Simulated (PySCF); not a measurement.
# C₅H₉BOSi: electronic excitations

What electronic excitations should C₅H₉BOSi (`BC1=CO[Si@H]1C1CC1`) show?

The runs use PySCF 2.14.0, with density-fitted response routines of our own; the level of theory stands in each step. All values are computed, except where a source is named. Atoms count from 0, in the outputs and in this text.

### Step 1. The starting structure

17 atoms, charge 0, multiplicity 1; geometry from: GFN2-xTB.

Bonds of the start (Å): B0–C1 1.51, C1–C2 1.36, C2–O3 1.35, O3–Si4 1.74, Si4–C5 1.87, C5–C6 1.51, C6–C7 1.49, Si4–C1 1.90, C7–C5 1.50, B0–H8 1.17, B0–H9 1.17, C2–H10 1.08, Si4–H11 1.46, C5–H12 1.08, C6–H13 1.08, C6–H14 1.08, C7–H15 1.08, C7–H16 1.08.

### Step 2. Ultraviolet spectrum: CAM-B3LYP/def2-SVPD

The job: settings as JSON, then the geometry in Å.

```
{"job": {"kind": "uv", "xc": "CAM-B3LYP", "basis": "def2-SVPD", "nstates": 8, "ntriplets": 3}, "charge": 0, "multiplicity": 1}
B      2.781213     1.165613     0.664140
C      1.945523     0.112454    -0.030631
C      2.246265    -1.159923    -0.391726
O      1.182076    -1.720320    -1.001196
Si     0.271431    -0.244518    -0.853832
C     -1.300190    -0.484921     0.131158
C     -2.632731    -0.277978    -0.538129
C     -2.138915     0.724278     0.445431
H      2.363269     2.247940     0.821338
H      3.852652     0.885314     1.047078
H      3.139214    -1.758380    -0.291574
H      0.078550     0.244284    -2.215042
H     -1.280825    -1.248928     0.899806
H     -2.644309    -0.007560    -1.582587
H     -3.449892    -0.922451    -0.250916
H     -1.805470     1.681631     0.076716
H     -2.614858     0.775496     1.413009
```

Level: TDDFT CAM-B3LYP/def2-SVPD, vertical, gas phase, core orbitals frozen in the response.

Command:

```console
> OMP_NUM_THREADS=1 python probes_run.py task.json out
```

This one command runs all jobs of the session in turn.

Predict these results of the whole session: lowest singlet (CAM-B3LYP/def2-SVPD); brightest single state of those computed; lowest triplet.

The runs gave:

| quantity | value |
| --- | --- |
| lowest singlet (CAM-B3LYP/def2-SVPD) | 4.85 eV (256 nm), f = 0.001 |
| brightest single state of those computed | state 2, 5.13 eV, f = 0.243 |
| lowest triplet | 3.25 eV |

**Reading.** The lowest singlet, at 4.85 eV, is HOMO−1→LUMO 0.93 and is dark; of the 8 states computed, the strongest absorption comes from state 2 at 5.13 eV. The lowest triplet lies 1.60 eV below the lowest singlet (triplets in Tamm-Dancoff, singlets in full TDDFT).
